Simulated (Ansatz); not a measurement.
# LaIrAs: the cost of one run

Method: DFT PBEsol, scalar-relativistic, plane waves, PAW, in Ansatz 0.2.0.

1 further run of the same task is left out (set aside as unsound or not needed).

### Step 1. The system as given

The cell holds 29 atoms (As10Ir9La10): a = 9.328 Å, b = 9.328 Å, c = 9.936 Å, α = 118.00°, β = 118.00°, γ = 90.00°.

Structure file:

```
CELL_PARAMETERS angstrom
4.17153 8.34306 0.00000
8.34306 -4.17153 0.00000
-6.25730 -2.08577 -7.43104
ATOMIC_POSITIONS crystal
As 0.87572 0.58003 0.34993
As 0.07261 0.97261 0.34522
As 0.27261 0.37261 0.34522
As 0.47261 0.77261 0.34522
As 0.67261 0.17261 0.34522
As 0.92227 0.91794 0.84000
As 0.12261 0.32261 0.84522
As 0.32089 0.71438 0.83876
As 0.52261 0.12261 0.84522
As 0.72261 0.52261 0.84522
Ir 0.23741 0.13741 0.67482
Ir 0.43741 0.53741 0.67482
Ir 0.63741 0.93741 0.67482
Ir 0.83741 0.33741 0.67482
Ir 0.08741 0.08741 0.17482
Ir 0.28741 0.48741 0.17482
Ir 0.48741 0.88741 0.17482
Ir 0.68741 0.28741 0.17482
Ir 0.88741 0.68741 0.17482
La 0.85198 0.95198 0.50396
La 0.05198 0.35198 0.50396
La 0.25198 0.75198 0.50396
La 0.45198 0.15198 0.50396
La 0.65198 0.55198 0.50396
La 0.50198 0.50198 0.00396
La 0.70198 0.90198 0.00396
La 0.90198 0.30198 0.00396
La 0.10198 0.70198 0.00396
La 0.30198 0.10198 0.00396
```

The host was relaxed before at PBEsol: a = 4.172 Å, b = 4.172 Å, c = 14.862 Å, α = 90.00°, β = 90.00°, γ = 90.00° (conventional cell), 21.552 Å³/atom.

Places, in fractions of the supercell: a vacancy on Ir at (0.037, 0.737, 0.675). Its neighbours start displaced at random, with a spread of 0.03 Å in each coordinate.

### Step 2. The perfect crystal in the supercell of 30 atoms

The input, input.yaml:

```yaml
crystal:
  lattice:
    - [4.1715314048, 8.3430628097, 0.0]
    - [8.3430628097, -4.1715314048, 0.0]
    - [-6.2572971073, -2.0857657024, -7.4310367598]
  atoms:
    - { symbol: As, position: [0.8726103676, 0.5726103676, 0.3452207353] }
    - { symbol: As, position: [0.0726103676, 0.9726103676, 0.3452207353] }
    - { symbol: As, position: [0.2726103676, 0.3726103676, 0.3452207353] }
    - { symbol: As, position: [0.4726103676, 0.7726103676, 0.3452207353] }
    - { symbol: As, position: [0.6726103676, 0.1726103676, 0.3452207353] }
    - { symbol: As, position: [0.9226103676, 0.9226103676, 0.8452207353] }
    - { symbol: As, position: [0.1226103676, 0.3226103676, 0.8452207353] }
    - { symbol: As, position: [0.3226103676, 0.7226103676, 0.8452207353] }
    - { symbol: As, position: [0.5226103676, 0.1226103676, 0.8452207353] }
    - { symbol: As, position: [0.7226103676, 0.5226103676, 0.8452207353] }
    - { symbol: Ir, position: [0.0374106747, 0.7374106747, 0.6748213493] }
    - { symbol: Ir, position: [0.2374106747, 0.1374106747, 0.6748213493] }
    - { symbol: Ir, position: [0.4374106747, 0.5374106747, 0.6748213493] }
    - { symbol: Ir, position: [0.6374106747, 0.9374106747, 0.6748213493] }
    - { symbol: Ir, position: [0.8374106747, 0.3374106747, 0.6748213493] }
    - { symbol: Ir, position: [0.0874106747, 0.0874106747, 0.1748213493] }
    - { symbol: Ir, position: [0.2874106747, 0.4874106747, 0.1748213493] }
    - { symbol: Ir, position: [0.4874106747, 0.8874106747, 0.1748213493] }
    - { symbol: Ir, position: [0.6874106747, 0.2874106747, 0.1748213493] }
    - { symbol: Ir, position: [0.8874106747, 0.6874106747, 0.1748213493] }
    - { symbol: La, position: [0.8519789577, 0.9519789577, 0.5039579154] }
    - { symbol: La, position: [0.0519789577, 0.3519789577, 0.5039579154] }
    - { symbol: La, position: [0.2519789577, 0.7519789577, 0.5039579154] }
    - { symbol: La, position: [0.4519789577, 0.1519789577, 0.5039579154] }
    - { symbol: La, position: [0.6519789577, 0.5519789577, 0.5039579154] }
    - { symbol: La, position: [0.5019789577, 0.5019789577, 0.0039579154] }
    - { symbol: La, position: [0.7019789577, 0.9019789577, 0.0039579154] }
    - { symbol: La, position: [0.9019789577, 0.3019789577, 0.0039579154] }
    - { symbol: La, position: [0.1019789577, 0.7019789577, 0.0039579154] }
    - { symbol: La, position: [0.3019789577, 0.1019789577, 0.0039579154] }
basis:
  ecutwfc: 420
  xc_grid: 2
kpoints:
  mp_grid: { grid: [3, 3, 3], shift: [0.0, 0.0, 0.0] }
hamiltonian:
  xc: pbesol
scf:
  occupations: { method: gaussian, width: 0.05 }
output:
  forces: true
  stress: true
  eigenvalues: true
  write_density: true
  write_potential: true
  elf: true
  volumetric_format: npy
```

Started as:

```bash
ansatz run input.yaml --threads 8 --pin off --max-ram 14336MiB --backend cpu --events-out ev --progress --plain --runs-dir out
```

**Question.** How long does this run take on 8 threads of Arm Neoverse V1, shared host, and how much memory does it need?

About 35 s, with a peak of 4.5 GiB.
